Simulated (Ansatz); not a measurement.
**doublet Al2H4Se+ at 6 levels**

Wanted: a comparison of 6 runs (UB3LYP/6-31G*, U-wB97M-V/cc-pVDZ, UB2PLYP/cc-pVDZ, RPA@PBE/cc-pVDZ, RPA@PBE0/cc-pVDZ, UMP2/cc-pVDZ) of doublet Al2H4Se+. 

Program for the calculation: Ansatz 0.2.0.

51 further runs of the same task are left out: 51 set aside as unsound or not needed. Runs told in other sessions of the task aren't counted.

### Step 1. Starting point

The species is Al2H4Se+ (7 atoms), meant as a doublet with charge +1. SMILES of the parent species: `[AlH2][AlH][SeH]`. The shape is that of a PBE0-D4/def2-TZVP optimisation. This is one conformer, not always the lowest. That shape belongs to the parent species and isn't relaxed for this state.

Bond lengths: Al1–Al2 2.584 Å, Al2–Se3 2.331 Å, Al1–H4 1.593 Å, Al1–H5 1.593 Å, Al2–H6 1.591 Å, Se3–H7 1.469 Å. Angles: Al1–Al2–Se3 117.0°, Al1–Al2–H6 127.9°, Se3–Al2–H6 115.1°, Al2–Al1–H4 121.5°, Al2–Al1–H5 121.4°, Al2–Se3–H7 93.6°, H4–Al1–H5 117.1°.

### Step 2. The energy at UB3LYP/6-31G(d) (Cartesian functions) (run 1)

job.yaml

```yaml
crystal:
  periodic: [false, false, false]
  atoms:
    - {symbol: Al, position_ang: [-1.578100, 0.539600, -0.900300]}
    - {symbol: Al, position_ang: [0.683400, 0.231600, 0.310300]}
    - {symbol: Se, position_ang: [1.280700, -1.943000, 0.899300]}
    - {symbol: H, position_ang: [-1.688000, 0.476100, -2.487900]}
    - {symbol: H, position_ang: [-2.924300, 0.803000, -0.090900]}
    - {symbol: H, position_ang: [1.737000, 1.353100, 0.713600]}
    - {symbol: H, position_ang: [2.550600, -1.528300, 1.510400]}
basis:
  gaussian: {orbitals: "6-31G*"}
total_charge: 1
magnetization: {spin_polarized: true, initial_magnetization: 1}
hamiltonian: {xc: {name: B3LYP}}
accuracy: high
output: {orbitals: {seedname: orbitals}}
```

Run with:

```sh
$ ansatz run job.yaml --threads 1 --pin off --max-ram 2610MiB --events-out events.jsonl --progress --plain --runs-dir runs
```

The log of the run:

```text
Warning: RAYON_NUM_THREADS=1 ignored (pool sized by the plan → 1); use --threads N
Functional definition: B3LYP
  name "B3LYP"
  parameter a0 = 0.2
  parameter ax = 0.72
  parameter ac = 0.81
  exchange = (1 - a0 - ax)*slater_x + ax*b88_x + a0*exact_x
  correlation = (1 - ac)*vwn_rpa_c + ac*lyp_c
1561 factors; integrals over basis functions are off by at most 4.9e-9 eV
mean field evaluation 1: about -78590.5955 eV, gradient 1.8e1 eV
mean field evaluation 2: about -78578.0341 eV, gradient 4.2e1 eV
mean field evaluation 4: about -78593.2736 eV, gradient 1.8e0 eV
mean field evaluation 8: about -78593.3914 eV, gradient 2.2e-1 eV
mean field evaluation 16: about -78593.4253 eV, gradient 4.6e-1 eV
mean field evaluation 32: about -78593.3842 eV, gradient 5.4e-1 eV
mean field -78593.44574630 eV, -2888.2558586257 hartree, gradient 1.5e-8 eV, S^2 0.758151; 3 other end points of the search recorded, 0 dependent functions left out
reference -78593.44579227 eV, -2888.2558603151 hartree; 32, 31 occupied and 49, 50 virtual orbitals, 1561 factors
Total energy: -78593.44579227 eV, -2888.2558603151 hartree
```

Wall time 34 s (1 thread of Arm Neoverse V2, shared host); peak memory 0.41 GiB.

### Step 3. A single-point energy at U-wB97M-V/cc-pVDZ (run 2)

input.yaml

```yaml
basis:
  gaussian: {orbitals: cc-pVDZ}
crystal:
  periodic: [false, false, false]
  atoms:
    - {symbol: Al, position_ang: [-1.578100, 0.539600, -0.900300]}
    - {symbol: Al, position_ang: [0.683400, 0.231600, 0.310300]}
    - {symbol: Se, position_ang: [1.280700, -1.943000, 0.899300]}
    - {symbol: H, position_ang: [-1.688000, 0.476100, -2.487900]}
    - {symbol: H, position_ang: [-2.924300, 0.803000, -0.090900]}
    - {symbol: H, position_ang: [1.737000, 1.353100, 0.713600]}
    - {symbol: H, position_ang: [2.550600, -1.528300, 1.510400]}
total_charge: 1
magnetization: {spin_polarized: true, initial_magnetization: 1}
hamiltonian: {xc: {name: wB97M-V}}
accuracy: high
output: {orbitals: {seedname: orbitals}}
```

Run with:

```sh
$ ansatz run input.yaml --threads 1 --pin off --max-ram 2610MiB --events-out events.jsonl --progress --plain --runs-dir runs
```

The log of the run, cut to the lines that bear on the results:

```text
Warning: RAYON_NUM_THREADS=1 ignored (pool sized by the plan → 1); use --threads N
Functional definition: wB97M-V
  name "wB97M-V"
[...]
  gx(w, u) = 1 - cx + cx01*u + cx10*w
  gss(w, u) = css00 + css04*u^4 + css10*w + css20*w^2 + css43*w^4*u^3
  gos(w, u) = cos00 + cos10*w + (cos20 + cos21*u)*w^2 + (cos60 + cos61*u)*w^6
[...]
      + integral(e_c_pw_mod_opposite_spin*gos(b97_w_opposite, b97_u_opposite)) + vv10(b, c)
1802 factors; integrals over basis functions are off by at most 4.8e-9 eV
417 factors; integrals over basis functions are off by at most 2.5e-9 eV
[...]
mean field -78593.94374535 eV, -2888.2741597531 hartree, gradient 5.1e-8 eV, S^2 0.753835; 4 other end points of the search recorded, 0 dependent functions left out
reference -78593.94375062 eV, -2888.2741599470 hartree; 32, 31 occupied and 51, 52 virtual orbitals, 1802 factors
Total energy: -78593.94375062 eV, -2888.2741599470 hartree
```

Wall time 5.1 min (1 thread of Arm Neoverse V2, shared host); peak memory 1.2 GiB.

Runs 3 to 4 aren't shown in full; the table further down has their settings and results.

### Step 4. A single-point energy at RPA@PBE0/cc-pVDZ (run 5)

Edit input.yaml of step 3 so:

```diff
@@ -14,4 +14,4 @@
 magnetization: {spin_polarized: true, initial_magnetization: 1}
-hamiltonian: {xc: {name: wB97M-V}}
+hamiltonian: {xc: {name: PBE0}}
+correlation: {method: rpa, frozen_orbitals: {Al: 5, H: 0, Se: 9}}
 accuracy: high
-output: {orbitals: {seedname: orbitals}}
```

Run with:

```sh
$ ansatz run input.yaml --threads 1 --pin off --max-ram 2610MiB --events-out events.jsonl --progress --plain --runs-dir runs
```

The log of the run, cut to the lines that bear on the results:

```text
Warning: RAYON_NUM_THREADS=1 ignored (pool sized by the plan → 1); use --threads N
Functional definition: PBE0
  name "PBE0"
[...]
1802 factors; integrals over basis functions are off by at most 4.8e-9 eV
[...]
mean field -78585.06717934 eV, -2887.9479519691 hartree, gradient 1.4e-8 eV, S^2 0.758867; 7 other end points of the search recorded, 0 dependent functions left out
19 core orbitals not correlated: weight in the atoms' cores, before any rotation towards them, 1.000 or more for the frozen orbitals, at most 0.000 for the correlated occupied ones
reference -78522.73835443 eV, -2885.6574099018 hartree; 13, 12 occupied and 51, 52 virtual orbitals, 1802 factors
Total energy: -78534.73469817 eV, -2886.0982674027 hartree
```

Wall time 70 s (1 thread of Arm Neoverse V2, shared host); peak memory 0.62 GiB.

### Step 5. The energy at UMP2/cc-pVDZ (run 6)

run.yaml

```yaml
basis:
  gaussian: {orbitals: cc-pVDZ}
crystal:
  periodic: [false, false, false]
  atoms:
    - {symbol: Al, position_ang: [-1.578100, 0.539600, -0.900300]}
    - {symbol: Al, position_ang: [0.683400, 0.231600, 0.310300]}
    - {symbol: Se, position_ang: [1.280700, -1.943000, 0.899300]}
    - {symbol: H, position_ang: [-1.688000, 0.476100, -2.487900]}
    - {symbol: H, position_ang: [-2.924300, 0.803000, -0.090900]}
    - {symbol: H, position_ang: [1.737000, 1.353100, 0.713600]}
    - {symbol: H, position_ang: [2.550600, -1.528300, 1.510400]}
total_charge: 1
magnetization: {spin_polarized: true, initial_magnetization: 1}
correlation: {method: mp2, frozen_orbitals: {Al: 5, H: 0, Se: 9}}
accuracy: high
```

Run with:

```sh
$ ansatz run run.yaml --threads 1 --pin off --max-ram 2610MiB --events-out events.jsonl --progress --plain --runs-dir runs
```

The log of the run, cut to the lines that bear on the results:

```text
Warning: RAYON_NUM_THREADS=1 ignored (pool sized by the plan → 1); use --threads N
Functional definition: HF
  name "HF"
[...]
1802 factors; integrals over basis functions are off by at most 4.8e-9 eV
[...]
mean field -78523.60173335 eV, -2885.6891384916 hartree, gradient 1.8e-8 eV, S^2 0.759328; 11 other end points of the search recorded, 0 dependent functions left out
19 core orbitals not correlated: weight in the atoms' cores, before any rotation towards them, 1.000 or more for the frozen orbitals, at most 0.000 for the correlated occupied ones
reference -78523.60173335 eV, -2885.6891384916 hartree; 13, 12 occupied and 51, 52 virtual orbitals, 1802 factors
second order -6.23603580 eV of doubles, -0.00000000 eV of singles
Total energy: -78529.83776915 eV, -2885.9183085804 hartree
```

It took 12 s on 1 thread of Arm Neoverse V2, shared host; peak memory 0.34 GiB.

### Step 6. Overview of the runs

| run | level | Cartesian functions | frozen core orbitals | energy (Eh) | ⟨S²⟩ | wall time |
| --- | --- | --- | --- | --- | --- | --- |
| 1 | UB3LYP/6-31G* (Cartesian functions) | yes | – | -2888.255860 | 0.758 | 34 s |
| 2 | U-wB97M-V/cc-pVDZ | no | – | -2888.274160 | 0.754 | 5.1 min |
| 3 | UB2PLYP/cc-pVDZ | no | 19 | -2887.793054 | 0.760 | 33 s |
| 4 | RPA@PBE/cc-pVDZ | no | 19 | -2886.151633 | 0.753 | 43 s |
| 5 | RPA@PBE0/cc-pVDZ | no | 19 | -2886.098267 | 0.759 | 70 s |
| 6 | UMP2/cc-pVDZ | no | 19 | -2885.918309 | 0.759 | 12 s |

### Step 7. Summary of results

```
                                           quantity           value
                                run 6: total energy  -2885.91831 Eh
run 6: correlation energy (19 core orbitals frozen)      -229.2 mEh
           run 6: ⟨S²⟩ of the reference determinant           0.759
```

Totals of different functionals can't be ranked against each other. All runs together took 8.2 min, the longest 5.1 min.
